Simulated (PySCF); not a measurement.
# C3H9Tl: NMR shieldings, part 2 of 2

PySCF 2.14.0. Atoms count from 0. Earlier steps stand in the parts before.

## 5. NMR shieldings: PBE/pcSseg-1 Tl:us-x2c-TZVPall-2c in water, spin-free

The job: settings as JSON, then the geometry in Å.

```
{"job": {"xc": "PBE", "basis": {"default": "pcSseg-1", "Tl": "us-x2c-TZVPall-2c"}, "rel": "sf", "solvent": "water", "kind": "hnmr"}, "charge": 0, "multiplicity": 1}
C     -0.482377     2.279627    -0.153389
Tl     0.000956    -0.000003     0.025993
C      2.221995    -0.716320     0.153341
C     -1.740289    -1.559091     0.012677
H     -0.405019     2.577907    -1.195740
H      0.221664     2.869105     0.424500
H     -1.487632     2.494951     0.191890
H      2.414596    -1.151580     1.130052
H      2.908787     0.108532    -0.001074
H      2.409624    -1.475086    -0.600539
H     -2.643772    -1.128462     0.431056
H     -1.943348    -1.851681    -1.014509
H     -1.479573    -2.447413     0.578016
```

Level: PBE/pcSseg-1 Tl:us-x2c-TZVPall-2c GIAO NMR shielding, spin-free X2C, Gaussian nuclei, IEF-PCM water.

What it wrote:

```text
spin-free SCF
coarse grid: 46344 points
cycle   1  E = -20368.9796621095  dE = -9.848e-01  |g| = 1.713e+00  |ddm| = 8.439e+00
cycle   2  E = -20368.6579458674  dE =  3.217e-01  |g| = 1.447e+00  |ddm| = 2.285e+00
cycle   3  E = -20369.0189529516  dE = -3.610e-01  |g| = 8.209e-01  |ddm| = 2.212e+00
cycle   4  E = -20369.1493747162  dE = -1.304e-01  |g| = 7.344e-02  |ddm| = 7.055e-01
cycle   5  E = -20369.1505109799  dE = -1.136e-03  |g| = 3.975e-02  |ddm| = 8.873e-02
cycle   6  E = -20369.1506912173  dE = -1.802e-04  |g| = 2.303e-03  |ddm| = 2.616e-02
cycle   7  E = -20369.1506913235  dE = -1.063e-07  |g| = 2.280e-03  |ddm| = 5.208e-03
final grid: 96776 points
cycle   8  E = -20369.1116804915  dE = -2.430e-05  |g| = 6.076e-03  |ddm| = 8.901e-03
cycle   9  E = -20369.1116344540  dE =  4.604e-05  |g| = 1.371e-02  |ddm| = 2.170e-02
cycle  10  E = -20369.1116894383  dE = -5.498e-05  |g| = 6.535e-04  |ddm| = 1.605e-02
cycle  11  E = -20369.1116895262  dE = -8.792e-08  |g| = 4.850e-04  |ddm| = 1.046e-03
cycle  12  E = -20369.1116895486  dE = -2.244e-08  |g| = 3.178e-05  |ddm| = 4.032e-04
cycle  13  E = -20369.1116895488  dE = -2.146e-10  |g| = 1.290e-05  |ddm| = 4.341e-05
converged SCF energy = -20369.1116895488
check of the scalar solution
cycle   1  E = -20369.1116895490  dE = -2.037e+04  |FDS-SDF| = 5.406e+00
cycle   2  E = -20369.1126414036  dE = -9.519e-04  |FDS-SDF| = 3.285e-03
cycle   3  E = -20369.1126414027  dE =  9.895e-10  |FDS-SDF| = 7.332e-05
converged, E = -20369.1126414027

Field gradients (au) and densities at the nuclei (bohr^-3)
atom        Vxx        Vyy        Vzz        centre      nuclear mean
  0 C     -0.0339    -0.0530     0.0869        114.404        114.404
  1 Tl    -6.2239    -6.2377    12.4616    2478989.255    2290923.448
  2 C     -0.0355    -0.0534     0.0889        114.404        114.404
  3 C     -0.0346    -0.0538     0.0885        114.404        114.404
  4 H     -0.1592    -0.1686     0.3278          0.380          0.380
  5 H     -0.1599    -0.1714     0.3313          0.381          0.381
  6 H     -0.1600    -0.1720     0.3321          0.382          0.382
  7 H     -0.1593    -0.1692     0.3285          0.380          0.380
  8 H     -0.1599    -0.1722     0.3321          0.382          0.382
  9 H     -0.1595    -0.1699     0.3294          0.380          0.380
 10 H     -0.1599    -0.1716     0.3314          0.381          0.381
 11 H     -0.1590    -0.1683     0.3273          0.380          0.380
 12 H     -0.1599    -0.1717     0.3316          0.381          0.381
without picture change
  1 Tl                          15.9257                   6650614.384

Core orbital energies (eV)
atom   shell        mean    spread
  1 Tl 1s       -85278.397   0.000
  1 Tl 2s       -15180.823   0.000
  1 Tl 3s        -3623.909   0.000
  1 Tl 4s         -807.922   0.000
  1 Tl 5s         -129.768   0.000
  1 Tl 2p       -13123.359   0.039
  1 Tl 3p        -3028.155   0.106
  1 Tl 4p         -611.398   0.190
  1 Tl 5p          -75.891   0.281
  1 Tl 3d        -2380.982   0.095
  1 Tl 4d         -373.001   0.189
  1 Tl 5d          -15.027   0.178
  1 Tl 4f         -112.903   0.200

Shielding tensors (ppm)
atom      isotropic    diamagn.    paramagn.     s11        s22        s33       span
  0 C       165.79      248.27      -82.47     137.01     165.29     195.08      58.07
  1 Tl     4794.39    10132.32    -5337.92    4487.15    4495.18    5400.85     913.69
  2 C       166.18      248.24      -82.06     136.94     166.64     194.97      58.03
  3 C       166.15      248.22      -82.08     136.95     166.46     195.02      58.07
  4 H        30.93       29.88        1.05      25.96      27.58      39.25      13.30
  5 H        30.51       29.96        0.55      25.08      28.01      38.45      13.37
  6 H        30.43       30.02        0.41      24.86      28.13      38.28      13.42
  7 H        30.86       29.83        1.03      25.75      27.67      39.16      13.41
  8 H        30.33       30.05        0.28      24.69      28.19      38.10      13.41
  9 H        30.69       29.95        0.74      25.35      27.90      38.81      13.46
 10 H        30.47       30.01        0.46      24.96      28.10      38.36      13.41
 11 H        30.97       29.89        1.07      25.98      27.59      39.33      13.36
 12 H        30.44       29.96        0.48      24.93      28.03      38.36      13.43
```

Wall time 31 s (1 thread of Arm Neoverse V1, shared host); peak memory 1.1 GiB.

## 6. NMR shieldings: PBE/pcSseg-1 Tl:us-x2c-TZVPall-2c in dichloromethane, spin–orbit

Settings changed since step 5:

```diff
@@ -1,2 +1,2 @@
-{"job": {"xc": "PBE", "basis": {"default": "pcSseg-1", "Tl": "us-x2c-TZVPall-2c"}, "rel": "sf", "solvent": "water", "kind": "hnmr"}, "charge": 0, "multiplicity": 1}
+{"job": {"xc": "PBE", "basis": {"default": "pcSseg-1", "Tl": "us-x2c-TZVPall-2c"}, "rel": "so", "solvent": "dichloromethane", "kind": "hnmr"}, "charge": 0, "multiplicity": 1}
 C     -0.482377     2.279627    -0.153389
```

Method: PBE/pcSseg-1 Tl:us-x2c-TZVPall-2c GIAO NMR shielding, X2C with spin-orbit coupling, screened-nuclear two-electron part, Gaussian nuclei, IEF-PCM dichloromethane.

What it wrote:

```text
spin-free SCF
coarse grid: 46344 points
cycle   1  E = -20368.9788314579  dE = -9.840e-01  |g| = 1.713e+00  |ddm| = 8.439e+00
cycle   2  E = -20368.6536460802  dE =  3.252e-01  |g| = 1.450e+00  |ddm| = 2.295e+00
cycle   3  E = -20369.0174390222  dE = -3.638e-01  |g| = 8.231e-01  |ddm| = 2.226e+00
cycle   4  E = -20369.1488973356  dE = -1.315e-01  |g| = 7.463e-02  |ddm| = 7.126e-01
cycle   5  E = -20369.1500593011  dE = -1.162e-03  |g| = 4.043e-02  |ddm| = 9.033e-02
cycle   6  E = -20369.1502462068  dE = -1.869e-04  |g| = 2.482e-03  |ddm| = 2.659e-02
cycle   7  E = -20369.1502460991  dE =  1.077e-07  |g| = 2.594e-03  |ddm| = 5.739e-03
final grid: 96776 points
cycle   8  E = -20369.1112326894  dE = -2.168e-05  |g| = 6.873e-03  |ddm| = 1.025e-02
cycle   9  E = -20369.1111692249  dE =  6.346e-05  |g| = 1.602e-02  |ddm| = 2.539e-02
cycle  10  E = -20369.1112447407  dE = -7.552e-05  |g| = 6.041e-04  |ddm| = 1.867e-02
cycle  11  E = -20369.1112448062  dE = -6.555e-08  |g| = 5.028e-04  |ddm| = 1.032e-03
cycle  12  E = -20369.1112448309  dE = -2.465e-08  |g| = 3.490e-05  |ddm| = 4.240e-04
cycle  13  E = -20369.1112448311  dE = -2.583e-10  |g| = 1.599e-05  |ddm| = 4.991e-05
converged SCF energy = -20369.1112448311
two-component SCF
cycle   1  E = -20356.3623580756  dE = -2.036e+04  |FDS-SDF| = 4.772e+02
cycle   2  E = -20391.6420855916  dE = -3.528e+01  |FDS-SDF| = 1.021e+00
cycle   3  E = -20391.6424498881  dE = -3.643e-04  |FDS-SDF| = 1.383e-01
cycle   4  E = -20391.6421334212  dE =  3.165e-04  |FDS-SDF| = 9.010e-02
cycle   5  E = -20391.6426784976  dE = -5.451e-04  |FDS-SDF| = 2.795e-02
cycle   6  E = -20391.6428021447  dE = -1.236e-04  |FDS-SDF| = 3.755e-03
cycle   7  E = -20391.6428057576  dE = -3.613e-06  |FDS-SDF| = 7.671e-04
cycle   8  E = -20391.6428058605  dE = -1.030e-07  |FDS-SDF| = 1.082e-04
cycle   9  E = -20391.6428058623  dE = -1.790e-09  |FDS-SDF| = 7.357e-05
converged, E = -20391.6428058623

Field gradients (au) and densities at the nuclei (bohr^-3)
atom        Vxx        Vyy        Vzz        centre      nuclear mean
  0 C     -0.0386    -0.0585     0.0971        114.404        114.404
  1 Tl    -6.5593    -6.5735    13.1328    2496359.940    2307900.110
  2 C     -0.0402    -0.0588     0.0990        114.404        114.404
  3 C     -0.0392    -0.0593     0.0986        114.404        114.404
  4 H     -0.1593    -0.1683     0.3276          0.380          0.380
  5 H     -0.1599    -0.1710     0.3309          0.381          0.381
  6 H     -0.1601    -0.1716     0.3317          0.382          0.382
  7 H     -0.1594    -0.1689     0.3283          0.380          0.380
  8 H     -0.1599    -0.1718     0.3317          0.382          0.382
  9 H     -0.1595    -0.1696     0.3291          0.381          0.381
 10 H     -0.1599    -0.1711     0.3311          0.381          0.381
 11 H     -0.1591    -0.1680     0.3271          0.380          0.380
 12 H     -0.1600    -0.1712     0.3312          0.381          0.381
without picture change
  1 Tl                          15.4164                   6649321.656

Core orbital energies (eV)
atom   shell        mean    spread
  1 Tl 1s       -85254.745   0.000
  1 Tl 2s       -15175.292   0.000
  1 Tl 3s        -3622.213   0.000
  1 Tl 4s         -807.442   0.000
  1 Tl 5s         -129.688   0.000
  1 Tl 2p1/2    -14565.555   0.000
  1 Tl 2p3/2    -12512.305   0.027
  1 Tl 3p1/2     -3347.853   0.000
  1 Tl 3p3/2     -2890.565   0.071
  1 Tl 4p1/2      -689.291   0.000
  1 Tl 4p3/2      -578.026   0.126
  1 Tl 5p1/2       -90.012   0.000
  1 Tl 5p3/2       -69.937   0.185
  1 Tl 3d3/2     -2438.890   0.064
  1 Tl 3d5/2     -2341.332   0.084
  1 Tl 4d3/2      -385.402   0.127
  1 Tl 4d5/2      -364.506   0.166
  1 Tl 5d3/2       -16.333   0.083
  1 Tl 5d5/2       -14.172   0.092
  1 Tl 4f5/2      -115.274   0.167
  1 Tl 4f7/2      -110.783   0.185

Shielding tensors (ppm)
atom      isotropic    diamagn.    paramagn.     s11        s22        s33       span
  0 C       137.16      248.71     -111.54      62.88     163.82     184.80     121.92
  1 Tl     9463.49     8716.68      746.81    8885.65    9744.31    9760.52     874.87
  2 C       137.78      248.68     -110.90      63.41     165.19     184.73     121.32
  3 C       137.70      248.66     -110.96      63.34     165.00     184.76     121.42
  4 H        30.86       29.85        1.02      25.72      27.22      39.65      13.93
  5 H        30.28       29.94        0.34      24.28      28.12      38.43      14.15
  6 H        30.16       30.00        0.17      24.06      28.31      38.11      14.06
  7 H        30.74       29.79        0.94      25.28      27.48      39.46      14.18
  8 H        30.04       30.03        0.00      23.84      28.44      37.83      13.99
  9 H        30.53       29.92        0.61      24.72      27.87      39.00      14.28
 10 H        30.23       29.99        0.23      24.15      28.27      38.26      14.10
 11 H        30.91       29.85        1.05      25.77      27.22      39.73      13.96
 12 H        30.17       29.93        0.24      24.09      28.15      38.28      14.18
```

It took 84 s on 1 thread of Arm Neoverse V1, shared host; peak memory 1.2 GiB.

In short:

```
                       quantity        value
energy from spin-orbit coupling  -22.5316 Eh
```

## 7. NMR shieldings: PBE/pcSseg-1 Tl:us-x2c-TZVPall-2c in dichloromethane, spin-free

Settings changed since step 6:

```diff
@@ -1,2 +1,2 @@
-{"job": {"xc": "PBE", "basis": {"default": "pcSseg-1", "Tl": "us-x2c-TZVPall-2c"}, "rel": "so", "solvent": "dichloromethane", "kind": "hnmr"}, "charge": 0, "multiplicity": 1}
+{"job": {"xc": "PBE", "basis": {"default": "pcSseg-1", "Tl": "us-x2c-TZVPall-2c"}, "rel": "sf", "solvent": "dichloromethane", "kind": "hnmr"}, "charge": 0, "multiplicity": 1}
 C     -0.482377     2.279627    -0.153389
```

Method: PBE/pcSseg-1 Tl:us-x2c-TZVPall-2c GIAO NMR shielding, spin-free X2C, Gaussian nuclei, IEF-PCM dichloromethane.

What it wrote:

```text
spin-free SCF
coarse grid: 46344 points
cycle   1  E = -20368.9788314579  dE = -9.840e-01  |g| = 1.713e+00  |ddm| = 8.439e+00
cycle   2  E = -20368.6536460802  dE =  3.252e-01  |g| = 1.450e+00  |ddm| = 2.295e+00
cycle   3  E = -20369.0174390222  dE = -3.638e-01  |g| = 8.231e-01  |ddm| = 2.226e+00
cycle   4  E = -20369.1488973356  dE = -1.315e-01  |g| = 7.463e-02  |ddm| = 7.126e-01
cycle   5  E = -20369.1500593011  dE = -1.162e-03  |g| = 4.043e-02  |ddm| = 9.033e-02
cycle   6  E = -20369.1502462068  dE = -1.869e-04  |g| = 2.482e-03  |ddm| = 2.659e-02
cycle   7  E = -20369.1502460991  dE =  1.077e-07  |g| = 2.594e-03  |ddm| = 5.739e-03
final grid: 96776 points
cycle   8  E = -20369.1112326894  dE = -2.168e-05  |g| = 6.873e-03  |ddm| = 1.025e-02
cycle   9  E = -20369.1111692249  dE =  6.346e-05  |g| = 1.602e-02  |ddm| = 2.539e-02
cycle  10  E = -20369.1112447407  dE = -7.552e-05  |g| = 6.041e-04  |ddm| = 1.867e-02
cycle  11  E = -20369.1112448062  dE = -6.555e-08  |g| = 5.028e-04  |ddm| = 1.032e-03
cycle  12  E = -20369.1112448309  dE = -2.465e-08  |g| = 3.490e-05  |ddm| = 4.240e-04
cycle  13  E = -20369.1112448311  dE = -2.583e-10  |g| = 1.599e-05  |ddm| = 4.991e-05
converged SCF energy = -20369.1112448311
check of the scalar solution
cycle   1  E = -20369.1112448310  dE = -2.037e+04  |FDS-SDF| = 5.406e+00
cycle   2  E = -20369.1121966866  dE = -9.519e-04  |FDS-SDF| = 3.285e-03
cycle   3  E = -20369.1121966850  dE =  1.550e-09  |FDS-SDF| = 9.556e-05
cycle   4  E = -20369.1121966733  dE =  1.171e-08  |FDS-SDF| = 2.194e-04
cycle   5  E = -20369.1121966871  dE = -1.384e-08  |FDS-SDF| = 1.537e-05
converged, E = -20369.1121966871

Field gradients (au) and densities at the nuclei (bohr^-3)
atom        Vxx        Vyy        Vzz        centre      nuclear mean
  0 C     -0.0337    -0.0539     0.0876        114.404        114.404
  1 Tl    -6.2472    -6.2602    12.5074    2478989.520    2290923.693
  2 C     -0.0353    -0.0543     0.0895        114.404        114.404
  3 C     -0.0343    -0.0548     0.0891        114.404        114.404
  4 H     -0.1592    -0.1686     0.3278          0.380          0.380
  5 H     -0.1598    -0.1713     0.3312          0.381          0.381
  6 H     -0.1600    -0.1719     0.3319          0.382          0.382
  7 H     -0.1593    -0.1692     0.3285          0.380          0.380
  8 H     -0.1598    -0.1721     0.3319          0.382          0.382
  9 H     -0.1595    -0.1699     0.3294          0.380          0.380
 10 H     -0.1598    -0.1715     0.3313          0.381          0.381
 11 H     -0.1591    -0.1683     0.3273          0.380          0.380
 12 H     -0.1599    -0.1716     0.3315          0.381          0.381
without picture change
  1 Tl                          15.9759                   6650615.105

Core orbital energies (eV)
atom   shell        mean    spread
  1 Tl 1s       -85278.417   0.000
  1 Tl 2s       -15180.843   0.000
  1 Tl 3s        -3623.929   0.000
  1 Tl 4s         -807.943   0.000
  1 Tl 5s         -129.788   0.000
  1 Tl 2p       -13123.379   0.039
  1 Tl 3p        -3028.175   0.106
  1 Tl 4p         -611.418   0.191
  1 Tl 5p          -75.912   0.285
  1 Tl 3d        -2381.002   0.095
  1 Tl 4d         -373.022   0.190
  1 Tl 5d          -15.047   0.180
  1 Tl 4f         -112.923   0.201

Shielding tensors (ppm)
atom      isotropic    diamagn.    paramagn.     s11        s22        s33       span
  0 C       165.35      248.15      -82.81     136.28     164.91     194.85      58.58
  1 Tl     4759.73    10132.38    -5372.65    4435.93    4444.73    5398.53     962.60
  2 C       165.75      248.13      -82.38     136.22     166.28     194.75      58.52
  3 C       165.69      248.11      -82.41     136.22     166.07     194.78      58.56
  4 H        30.93       29.86        1.07      25.98      27.57      39.24      13.26
  5 H        30.49       29.94        0.56      25.08      27.98      38.42      13.34
  6 H        30.41       29.99        0.42      24.86      28.11      38.25      13.39
  7 H        30.85       29.81        1.04      25.76      27.66      39.13      13.37
  8 H        30.30       30.02        0.28      24.68      28.17      38.06      13.38
  9 H        30.68       29.93        0.75      25.36      27.89      38.79      13.43
 10 H        30.45       29.99        0.47      24.95      28.08      38.33      13.37
 11 H        30.96       29.87        1.09      26.00      27.58      39.31      13.32
 12 H        30.42       29.93        0.49      24.93      28.01      38.33      13.40
```

Run time: 30 s. Hardware: 1 thread of Arm Neoverse V1, shared host; peak memory 1.1 GiB.

## 8. Shieldings side by side

```
                                                                     run     Tl1     C0     C3     C2    H8    H6   H12   time
                   step 2, PBE/pcSseg-1 Tl:us-x2c-TZVPall-2c, spin–orbit  9301.3  133.9  134.4  134.5  29.9  30.0  30.1  2 min
                    step 3, PBE/pcSseg-1 Tl:us-x2c-TZVPall-2c, spin-free  4579.9  163.0  163.3  163.4  30.2  30.3  30.3   29 s
          step 4, PBE/pcSseg-1 Tl:us-x2c-TZVPall-2c in water, spin–orbit  9495.1  137.8  138.3  138.4  30.1  30.2  30.2   84 s
           step 5, PBE/pcSseg-1 Tl:us-x2c-TZVPall-2c in water, spin-free  4794.4  165.8  166.1  166.2  30.3  30.4  30.4   31 s
step 6, PBE/pcSseg-1 Tl:us-x2c-TZVPall-2c in dichloromethane, spin–orbit  9463.5  137.2  137.7  137.8  30.0  30.2  30.2   84 s
 step 7, PBE/pcSseg-1 Tl:us-x2c-TZVPall-2c in dichloromethane, spin-free  4759.7  165.3  165.7  165.7  30.3  30.4  30.4   30 s
```

## 9. Summary of results

The summary covers parts 1 to 2.

| quantity | value |
| --- | --- |
| energy from spin-orbit coupling (step 2, PBE/pcSseg-1 Tl:us-x2c-TZVPall-2c, spin–orbit) | -22.5317 Eh |
| shieldings (step 2, PBE/pcSseg-1 Tl:us-x2c-TZVPall-2c, spin–orbit) | C0 133.9, Tl1 9301.3, C2 134.5, C3 134.4 ppm |
| surface potential, 1st and 99th percentile | -0.31 V and 1.72 V |
| shieldings (step 3, PBE/pcSseg-1 Tl:us-x2c-TZVPall-2c, spin-free) | C0 163.0, Tl1 4579.9, C2 163.4, C3 163.3 ppm |
| energy from spin-orbit coupling (step 4, PBE/pcSseg-1 Tl:us-x2c-TZVPall-2c in water, spin–orbit) | -22.5315 Eh |
| shieldings (step 4, PBE/pcSseg-1 Tl:us-x2c-TZVPall-2c in water, spin–orbit) | C0 137.8, Tl1 9495.1, C2 138.4, C3 138.3 ppm |
| shieldings (step 5, PBE/pcSseg-1 Tl:us-x2c-TZVPall-2c in water, spin-free) | C0 165.8, Tl1 4794.4, C2 166.2, C3 166.1 ppm |
| energy from spin-orbit coupling (step 6, PBE/pcSseg-1 Tl:us-x2c-TZVPall-2c in dichloromethane, spin–orbit) | -22.5316 Eh |
| shieldings (step 6, PBE/pcSseg-1 Tl:us-x2c-TZVPall-2c in dichloromethane, spin–orbit) | C0 137.2, Tl1 9463.5, C2 137.8, C3 137.7 ppm |
| shieldings (step 7, PBE/pcSseg-1 Tl:us-x2c-TZVPall-2c in dichloromethane, spin-free) | C0 165.3, Tl1 4759.7, C2 165.7, C3 165.7 ppm |

What this shows: A contracted two-component basis is stiff near heavy nuclei, so the absolute shieldings of the heavy atoms from it are rough. In step 2, Tl1 has the widest tensor, 765 ppm. By nearest atom (PBE/us-x2c-TZVPall-2c+pcSseg-1), the HOMO sits on C0 35 %; Tl1 18 % and the LUMO on Tl1 62 %. Tl1 moves most between the runs, by 4915 ppm; the labels say what changes from run to run. The geometry comes from tight binding, which is rough for metal atoms, and these values hang on it.
